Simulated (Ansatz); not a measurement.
# Cs2NiO2: the cost of one run

Computed with Ansatz 0.2.0 (DFT r²SCAN+U (U_eff = 2 eV on Ni d), plane waves, PAW, unless a step's input says otherwise).

## (1) Starting point

Symmetry: I4/mmm, No. 139, tetragonal system. Conventional cell: a = 4.404 Å, b = 4.404 Å, c = 13.583 Å, α = 90.00°, β = 90.00°, γ = 90.00°. Around Cs (site symmetry 4mm) lie 5 O at 3.05 to 3.13 Å. Ni (site symmetry 4/mmm) is surrounded by 2 O at 1.69 Å. O (site symmetry 4mm) is surrounded by 1 Ni at 1.69 Å.

Structure file:

```cif
data_structure
_symmetry_space_group_name_H-M 'I4/mmm'
_symmetry_Int_Tables_number 139
_cell_length_a 4.4043
_cell_length_b 4.4043
_cell_length_c 13.5829
_cell_angle_alpha 90.000
_cell_angle_beta 90.000
_cell_angle_gamma 90.000
_cell_volume 263.48
loop_
_atom_site_label
_atom_site_type_symbol
_atom_site_symmetry_multiplicity
_atom_site_Wyckoff_symbol
_atom_site_fract_x
_atom_site_fract_y
_atom_site_fract_z
_atom_site_occupancy
Cs1 Cs 4 e 0.00000 0.00000 0.34921 1
Ni1 Ni 2 a 0.00000 0.00000 0.00000 1
O1 O 4 e 0.00000 0.00000 0.12435 1
```

Magnetic order typed: ferromagnetic.

An earlier series on this cell reached its lowest free state from «from atoms, default search», perhaps among other starts.

## (2) Random orbitals: single harmonics, second filling

Contents of input.yaml:

```yaml
crystal:
  lattice:
    - [-2.2021423, 2.2021423, 6.79145183]
    - [2.2021423, -2.2021423, 6.79145183]
    - [2.2021423, 2.2021423, -6.79145183]
  atoms:
    - { symbol: Cs, position: [0.34920921, 0.34920921, 0.0] }
    - { symbol: Cs, position: [0.65079079, 0.65079079, 0.0] }
    - { symbol: Ni, position: [0.0, 0.0, 0.0], spin: 0.3 }
    - { symbol: O, position: [0.12434534, 0.12434534, 0.0] }
    - { symbol: O, position: [0.87565466, 0.87565466, 0.0] }
basis:
  ecutwfc: 500
  ecutrho_ratio: 4
kpoints:
  mp_grid: { grid: [6, 6, 6] }
hamiltonian:
  xc: r2scan
  hubbard:
    sites:
      - { site: 2, l: d, u_eff: 2.0, starting_ns: [{ spin: up, occupation_matrix: s2up }, { spin: down, occupation_matrix: s2down }] }
    occupation_matrices:
      s2up:
        matrix:
          - [0.97, 0.0, 0.0, 0.0, 0.0]
          - [0.0, 0.97, 0.0, 0.0, 0.0]
          - [0.0, 0.0, 0.97, 0.0, 0.0]
          - [0.0, 0.0, 0.0, 0.97, 0.0]
          - [0.0, 0.0, 0.0, 0.0, 0.02]
      s2down:
        matrix:
          - [0.97, 0.0, 0.0, 0.0, 0.0]
          - [0.0, 0.02, 0.0, 0.0, 0.0]
          - [0.0, 0.0, 0.97, 0.0, 0.0]
          - [0.0, 0.0, 0.0, 0.97, 0.0]
          - [0.0, 0.0, 0.0, 0.0, 0.97]
    ns_hold: { iters: 5 }
scf:
  occupations: { method: gaussian, width: 0.05 }
  lower_state_search: "off"
  max_iter: 150
output:
  forces: true
  stress: true
  eigenvalues: true
  populations: true
  hubbard: { sites: [{ site: 2, l: d }] }
magnetization:
  spin_polarized: true
```

The typed matrices put 0.97 on the chosen orbitals and 0.02 on the others, and are held for 5 cycles.

Command:

```sh
> ansatz run input.yaml --threads 4 --pin off --max-ram 6144MiB --backend cpu --events-out ev --progress --plain --runs-dir out
```

Q: Estimate wall time and peak memory on 4 threads of AMD EPYC 9R45 (Zen 5), shared host.

About 10 s, with a peak of 1.2 GiB.
